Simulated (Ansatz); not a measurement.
# C₂H₃ClGe: basis-set convergence

The task here is to estimate one member of a computed series from the others.

Method: one geometry, several basis sets; program: Ansatz 0.2.0, Gaussian basis.

Levels to be run: PBE0-D4/def2-SVP; ωB97M-V/def2-SVP; PBE0-D4/def2-QZVPP; ωB97M-V/def2-QZVPP; the functionals' def2-TZVPP values are taken from earlier runs.

## The geometry

An earlier PBE0-D4 in a triple-zeta def2 set relaxation fixed the geometry.

SMILES `Cl[C]1=[CH][GeH2]1`, 7 atoms, charge 0, spin multiplicity 1.

Atoms are counted from 1 here; the program's logs count them from 0.

Bond lengths: Cl1–C2 1.703 Å, C2–C3 1.319 Å, C2–Ge4 1.904 Å, C3–Ge4 1.924 Å, C3–H5 1.082 Å, Ge4–H6 1.531 Å, Ge4–H7 1.531 Å. Angles: Cl1–C2–C3 136.0°, Cl1–C2–Ge4 153.3°, C3–C2–Ge4 70.7°, C2–C3–Ge4 69.0°, C2–C3–H5 138.5°, Ge4–C3–H5 152.5°, C2–Ge4–C3 40.3°, C2–Ge4–H6 120.3°, C2–Ge4–H7 120.3°, C3–Ge4–H6 120.3°, C3–Ge4–H7 120.3°, H6–Ge4–H7 115.0°.

Set-up of the first run:

in.yaml

```yaml
crystal:
  periodic: [false, false, false]
  atoms:
    - {symbol: Cl, position_ang: [-1.274080, -2.137499, 0.873293]}
    - {symbol: C, position_ang: [-0.377436, -0.799093, 0.321178]}
    - {symbol: C, position_ang: [0.900651, -0.493587, 0.210849]}
    - {symbol: Ge, position_ang: [-0.208209, 0.948993, -0.414589]}
    - {symbol: H, position_ang: [1.862078, -0.945941, 0.415944]}
    - {symbol: H, position_ang: [-0.438249, 2.181820, 0.463347]}
    - {symbol: H, position_ang: [-0.403455, 1.177107, -1.915721]}
basis:
  gaussian: {orbitals: def2-SVP}
hamiltonian: {xc: pbe0, dispersion: d4}
output: {orbitals: {seedname: orbitals}}
```

Started as:

```bash
> ansatz run in.yaml --threads 2 --pin off --events-out ev --progress --plain --max-ram 4352MiB
```

Among the steps run: PBE0-D4 in def2-SVP; ωB97M-V in def2-SVP; PBE0-D4 in def2-QZVPP; ωB97M-V in def2-QZVPP.

One table of the session follows, with a row left open; its other results are not shown here.

It belongs to the step «Density functionals: the series». 

```
functional       basis  HOMO (eV)
   PBE0-D4    def2-SVP      -7.34
   PBE0-D4  def2-TZVPP      -7.40
   PBE0-D4  def2-QZVPP      -7.43
   ωB97M-V    def2-SVP      -9.39
   ωB97M-V  def2-TZVPP          ?
   ωB97M-V  def2-QZVPP      -9.51
```

Estimate the missing values for ωB97M-V, def2-TZVPP.

**Answer.** HOMO (eV): -9.48. In the column «HOMO (eV)» it lies between ωB97M-V, def2-QZVPP (-9.51) and ωB97M-V, def2-SVP (-9.39).
